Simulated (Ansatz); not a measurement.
# PtSe2 (Sudovikovite): the cost of one run

Method: DFT PBE+D3(BJ), scalar-relativistic, plane waves, PAW, in Ansatz 0.2.0.

The COD entry's cell or inner coordinates are ideal or old and differ from later refinements, so a difference from it is no clean test against experiment.

1 further run of the same task is left out (set aside as unsound or not needed).

## Step 1: The system as given

It takes space group P-3m1 (No. 164, trigonal). The conventional cell has a = 3.772 Å, b = 3.772 Å, c = 4.821 Å, α = 90.00°, β = 90.00°, γ = 120.00°. Around Pt (site symmetry -3m) lie 6 Se at 2.53 Å. Se (site symmetry 3m) is surrounded by 3 Pt at 2.53 Å.

As a file:

```
Pt Se
1.0
     3.77190    0.00000    0.00000
    -1.88595    3.26656    0.00000
     0.00000    0.00000    4.82149
Pt Se
1 2
Direct
  0.00000 0.00000 0.00000
  0.33333 0.66667 0.26575
  0.66667 0.33333 0.73425
```

It is the result of an earlier relaxation at this level (volume 19.80 Å³/atom; gap on the mesh: none (metal)).

## Step 2: Phonons at the zone centre

Contents of input.yaml:

```yaml
crystal:
  lattice:
    - [3.7719032157, 0.0, 0.0]
    - [-1.8859516079, 3.2665640054, 0.0]
    - [0.0, 0.0, 4.8214860767]
  atoms:
    - { symbol: Pt, position: [0.0, 0.0, 0.0] }
    - { symbol: Se, position: [0.3333333333, 0.6666666667, 0.2657465366] }
    - { symbol: Se, position: [0.6666666667, 0.3333333333, 0.7342534634] }
basis:
  ecutwfc: 420
kpoints:
  mp_grid: { grid: [15, 15, 10] }
hamiltonian:
  xc: pbe
  dispersion: d3bj
scf:
  occupations: { method: fermi_dirac, width: 0.15 }
output:
  eigenvalues: true
phonons:
  method: dfpt
  eigenvectors: true
```

Started as:

```console
> ansatz run input.yaml --threads 1 --pin off --max-ram 2560MiB --backend cpu --events-out ev --progress --plain --runs-dir out
```

Q: Estimate wall time and peak memory on 1 thread of Intel Xeon Platinum 8375C at 2.90GHz (Ice Lake), shared host.

About 19 min, with a peak of 1.4 GiB.
